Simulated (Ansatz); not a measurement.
# MnF2: the cost of one run

Method: DFT r²SCAN, scalar-relativistic, plane waves, PAW, in Ansatz 0.2.0.

## 1. Starting point

Symmetry: P4_2/mnm, No. 136, tetragonal system. The conventional cell has a = 4.868 Å, b = 4.868 Å, c = 3.293 Å, α = 90.00°, β = 90.00°, γ = 90.00°. Around Mn (site symmetry mmm) lie 6 F at 2.09 to 2.13 Å. F (site symmetry m2m) has 3 Mn at 2.09 to 2.13 Å as nearest neighbours.

As a file:

```
Mn F
1.0
     4.86835    0.00000    0.00000
     0.00000    4.86835    0.00000
     0.00000    0.00000    3.29299
Mn F
2 4
Direct
  0.00000 0.00000 0.00000
  0.50000 0.50000 0.50000
  0.30380 0.30380 0.00000
  0.19620 0.80380 0.50000
  0.69620 0.69620 0.00000
  0.80380 0.19620 0.50000
```

This cell comes from an earlier session at r²SCAN: 13.008 Å³/atom at -0.02 GPa, on a 6×6×8 mesh. The large moments point both ways and cancel.

Volume factors to run: 0.980, 1.020, 0.960, 1.040.

## 2. Volume × 0.980

Contents of input.yaml:

```yaml
crystal:
  lattice:
    - [4.8356707675, -1.506e-07, 0.0]
    - [-1.506e-07, 4.8356707675, 0.0]
    - [0.0, 0.0, 3.2708924828]
  atoms:
    - { symbol: Mn, position: [0.0, 0.0, 0.0], spin: 4.64 }
    - { symbol: Mn, position: [0.5, 0.5, 0.5], spin: -4.64 }
    - { symbol: F, position: [0.3037955892, 0.3037955892, 0.0] }
    - { symbol: F, position: [0.1962044116, 0.8037955884, 0.5] }
    - { symbol: F, position: [0.6962044108, 0.6962044108, 0.0] }
    - { symbol: F, position: [0.8037955884, 0.1962044116, 0.5] }
basis:
  ecutwfc: 500
  ecutrho_ratio: 4
kpoints:
  mp_grid: { grid: [6, 6, 8] }
hamiltonian:
  xc: r2scan
scf:
  occupations: { method: gaussian, width: 0.05 }
output:
  forces: true
  stress: true
  eigenvalues: true
  populations: true
magnetization:
  spin_polarized: true
relax:
  f_tol: 0.01
  max_steps: 40
  cell: { stress_tol: 0.1, fix: [volume] }
```

Started as:

```
> ansatz run input.yaml --threads 4 --pin off --max-ram 10240MiB --backend cpu --events-out ev --progress --plain --runs-dir out
```

**Question.** How long does this run take on 4 threads of Arm Neoverse V1, shared host, and how much memory does it need?

About 60 s, with a peak of 0.81 GiB.
